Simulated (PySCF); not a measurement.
# [NdF3(NH3)]−: other functionals and bases at one geometry

Aim: see how levels, charges and forces of [NdF3(NH3)]− depend on the level of theory. The structure is generated, not taken from experiment.

Program: PySCF 2.14.0. Level of theory: several levels, as the steps say, no spin–orbit coupling. These are calculated values, not measurements.

1 further run of the same task is left out (for a known fault of the program).

## (1) The system as given

8 atoms, charge -1, spin multiplicity 1.

Bond lengths: Nd1–F2 2.275 Å, Nd1–F3 2.275 Å, Nd1–F4 2.275 Å, Nd1–N5 2.814 Å, N5–H6 1.018 Å, N5–H7 1.018 Å, N5–H8 1.018 Å. Angles: F2–Nd1–F3 119.9°, F2–Nd1–F4 119.9°, F2–Nd1–N5 92.1°, F3–Nd1–F4 119.9°, F3–Nd1–N5 92.1°, F4–Nd1–N5 92.1°, Nd1–N5–H6 110.9°, Nd1–N5–H7 110.9°, Nd1–N5–H8 110.9°, H6–N5–H7 108.0°, H6–N5–H8 108.0°, H7–N5–H8 108.0°.

As a file:

```xyz
8
F3H3NNd
Nd    0.1721   -0.1721    0.1721
F     1.1486    1.6364    1.1486
F    -1.6364   -1.1486    1.1486
F     1.1486   -1.1486   -1.6364
N    -1.4528    1.4528   -1.4528
H    -2.0505    2.0505   -0.8859
H    -0.8859    2.0505   -2.0505
H    -2.0505    0.8859   -2.0505
```

Formal oxidation states: Nd +2. Each metal's 4 4f electrons lie in its core potential, so multiplicities, spins and levels count the valence alone. An earlier session relaxed this geometry at PBE0, Nd lcecp-0-SVP with ECP50, F def2-SVP, N def2-SVP, H def2-SVP (singlet, point group C3v).

At PBE0 on the finer grid: E = -383.478931 Eh, frontier levels not given, since the 4f levels lie in the core, Mulliken charge on Nd1 +0.65 e, largest force component 0.003 eV/Å. 

Levels to run: wB97X; PBE. Hardware: 2 threads of Intel Xeon at 2.50GHz (Skylake/Cascade Lake), shared host.

## (2) wB97X

Input file run.py (the lines that set the calculation):

```python
mol = gto.M(atom='''
Nd     0.17205    -0.17205     0.17205
F      1.14858     1.63636     1.14858
F     -1.63636    -1.14858     1.14858
F      1.14858    -1.14858    -1.63636
N     -1.45284     1.45284    -1.45284
H     -2.05047     2.05047    -0.88592
H     -0.88592     2.05047    -2.05047
H     -2.05047     0.88592    -2.05047''',
    basis={'Nd': 'lcecp-0-SVP', 'F': 'def2-SVP', 'N': 'def2-SVP', 'H': 'def2-SVP'},
    ecp={'Nd': 'lcecp-0-SVP'},
    charge=-1, spin=0)
mf = dft.RKS(mol, xc='WB97X')
mf.grids.atom_grid = (75, 302)  # f atoms: unpruned, at least (60, 302)
mf = mf.density_fit()  # fitting sets: Nd AutoAux, F def2-universal-JKFIT, N def2-universal-JKFIT, H def2-universal-JKFIT
mf.conv_tol = 1e-08; mf.max_cycle = 55
mf.kernel(dm0)  # dm0: the density of the relaxed state
```

Started as:

```
> OMP_NUM_THREADS=2 python run.py
```

## (3) PBE

run.py (the lines that set the calculation): that of step 2 with these lines changed.

```diff
@@ -12,3 +12,3 @@
     charge=-1, spin=0)
-mf = dft.RKS(mol, xc='WB97X')
+mf = dft.RKS(mol, xc='PBE')
 mf.grids.atom_grid = (75, 302)  # f atoms: unpruned, at least (60, 302)
```

Q: Predict the outcome of this session. Wanted: for each run, charge on Nd1; dipole; largest force.

As calculated:

| level | state | charge on Nd1 (e) | dipole (D) | largest force (eV/Å) | basis functions | time |
| --- | --- | --- | --- | --- | --- | --- |
| PBE0 (relaxed here) | singlet | 0.65 | 4.40 | 0.00 | 102 | 44 s |
| wB97X | singlet | 0.67 | 4.38 | 0.04 | 102 | 21 s |
| PBE | singlet | 0.39 | 4.40 | 0.26 | 102 | 19 s |

Times are on 2 threads of Intel Xeon at 2.50GHz (Skylake/Cascade Lake), shared host; the first row also made further properties. The dipole of a charged species depends on the origin, so these sizes hold for this origin alone.

The largest leftover force, 0.26 eV/Å with PBE, stands at a geometry relaxed at another level. The Mulliken charge on Nd spans +0.39 to +0.67 e over the levels. With 4f in the core, its levels are missing from HOMO and gap. Total energies of different levels can't be compared. Spin–orbit coupling is left out throughout.
